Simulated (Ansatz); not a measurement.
# C3H6O2Si: one species, many methods

Aim: compute C3H6O2Si with functionals from several rungs and with coupled cluster, and see how far each lands from CCSD(T) at the basis-set limit for the atomisation energy.

The runs use Ansatz 0.2.0, Gaussian basis; functionals in def2-TZVPP, the program's frozen cores in correlated methods.

The runs, in order: LDA (SPW92), PBE-D4, revPBE-D4, BLYP-D4, r2SCAN-D4, B97M-V, PBE0-D4, B3LYP-D4, r2SCANh-D4, r2SCAN0-D4, HSE06-D4, BHLYP-D4, CAM-B3LYP-D4, LC-ωPBE, ωB97X-V, ωB97M-V, B2PLYP, PBE-QIDH; CCSD(T)/def2-SVP; CCSD(T)/def2-TZVPP; MP2/def2-QZVPP; extrapolation to the limit; RPA on PBE.

## Step 1: The relaxed structure

The geometry comes from an earlier relaxation with PBE0-D4 in a triple-zeta def2 set; it is a stationary point, not always the lowest conformer.

SMILES `C=C(O)[SiH2]C=O`, 12 atoms, charge 0, spin multiplicity 1.

Atoms are counted from 1 here; the program's logs count them from 0.

Bond lengths: C1–C2 1.332 Å, C1–H7 1.088 Å, C1–H8 1.081 Å, C2–O3 1.362 Å, C2–Si4 1.875 Å, O3–H9 0.965 Å, Si4–C5 1.928 Å, Si4–H10 1.487 Å, Si4–H11 1.480 Å, C5–O6 1.205 Å, C5–H12 1.117 Å. Angles: C2–C1–H7 122.2°, C2–C1–H8 120.4°, H7–C1–H8 117.3°, C1–C2–O3 124.4°, C1–C2–Si4 122.9°, O3–C2–Si4 112.6°, C2–O3–H9 109.7°, C2–Si4–C5 108.8°, C2–Si4–H10 109.8°, C2–Si4–H11 109.9°, C5–Si4–H10 107.1°, C5–Si4–H11 109.6°, H10–Si4–H11 111.6°, Si4–C5–O6 122.5°, Si4–C5–H12 118.0°, O6–C5–H12 119.5°.

## Step 2: LDA

This LDA is Slater exchange with PW92 correlation.

in.yaml

```yaml
crystal:
  periodic: [false, false, false]
  atoms:
    - {symbol: C, position_ang: [-1.871765, -0.559219, -0.198646]}
    - {symbol: C, position_ang: [-0.551628, -0.707771, -0.096882]}
    - {symbol: O, position_ang: [0.163004, -1.687164, -0.717933]}
    - {symbol: Si, position_ang: [0.531496, 0.454308, 0.899826]}
    - {symbol: C, position_ang: [1.771364, 1.323155, -0.294296]}
    - {symbol: O, position_ang: [2.030276, 2.497051, -0.215777]}
    - {symbol: H, position_ang: [-2.487022, -1.231080, -0.793228]}
    - {symbol: H, position_ang: [-2.373901, 0.246876, 0.318448]}
    - {symbol: H, position_ang: [-0.430538, -2.243051, -1.236993]}
    - {symbol: H, position_ang: [1.338305, -0.323049, 1.877996]}
    - {symbol: H, position_ang: [-0.307144, 1.472459, 1.571908]}
    - {symbol: H, position_ang: [2.264451, 0.702184, -1.080424]}
basis:
  gaussian: {orbitals: def2-TZVPP}
hamiltonian: {xc: lda}
output: {orbitals: {seedname: orbitals}}
```

The runs that follow: PBE-D4 (GGA); revPBE-D4 (GGA); BLYP-D4 (GGA); r2SCAN-D4 (meta-GGA); B97M-V (meta-GGA); PBE0-D4 (hybrid); B3LYP-D4 (hybrid); r2SCANh-D4 (hybrid); r2SCAN0-D4 (hybrid); HSE06-D4 (hybrid); BHLYP-D4 (hybrid); CAM-B3LYP-D4 (range-separated); LC-ωPBE (range-separated); ωB97X-V (range-separated); ωB97M-V (range-separated); B2PLYP (double hybrid); PBE-QIDH (double hybrid); CCSD(T) in def2-SVP; CCSD(T) in def2-TZVPP; MP2 in def2-QZVPP; RPA on PBE orbitals.

Q: Predict the results of all the runs planned. Wanted: atomisation energy, CCSD(T)/CBS; farthest beyond LDA; mean size of error, GGA; mean size of error, meta-GGA; mean size of error, hybrid; mean size of error, range-separated; mean size of error, double hybrid; gap, smallest and largest; T1 diagnostic.

**Answer**, as computed:

| quantity | value |
| --- | --- |
| atomisation energy, CCSD(T)/CBS | 4734.0 kJ/mol |
| functionals within 23.7 kJ/mol (0.5 %) | revPBE-D4, r2SCAN-D4, B97M-V, PBE0-D4, B3LYP-D4, HSE06-D4, CAM-B3LYP-D4, LC-ωPBE, ωB97X-V, ωB97M-V |
| farthest beyond LDA | BHLYP-D4 (-184.1 kJ/mol) |
| mean size of error, GGA | 62.5 kJ/mol |
| mean size of error, meta-GGA | 11.7 kJ/mol |
| mean size of error, hybrid | 55.3 kJ/mol |
| mean size of error, range-separated | 15.4 kJ/mol |
| mean size of error, double hybrid | 43.9 kJ/mol |
| gap, smallest and largest | 2.61 eV (LDA (SPW92)), 10.40 eV (LC-ωPBE) |
| T1 diagnostic | 0.0146 |
| triples share of the correlation energy | 4.2 % |

What this shows: LDA overbinds by 763.8 kJ/mol (16 %). PBE-D4 is off by +144.2 kJ/mol. Double hybrids carry the basis error of their MP2 part in triple zeta, and no dispersion term here, so their miss is partly the set-up's. The rungs meta-GGA, range-separated miss on average by less than the doubt on the reference (23.7 kJ/mol), so they tie. Misses under about 23.7 kJ/mol are within the doubt on the reference itself, which lacks core-valence correlation, relativity and higher excitations. Hartree-Fock recovers 70 % of the binding; the rest is correlation. CCSD(T) in def2-SVP is off by -257.6 kJ/mol, worse than the median functional, from the basis alone. Orbital gaps span 2.6 to 10.4 eV; exact exchange widens them.
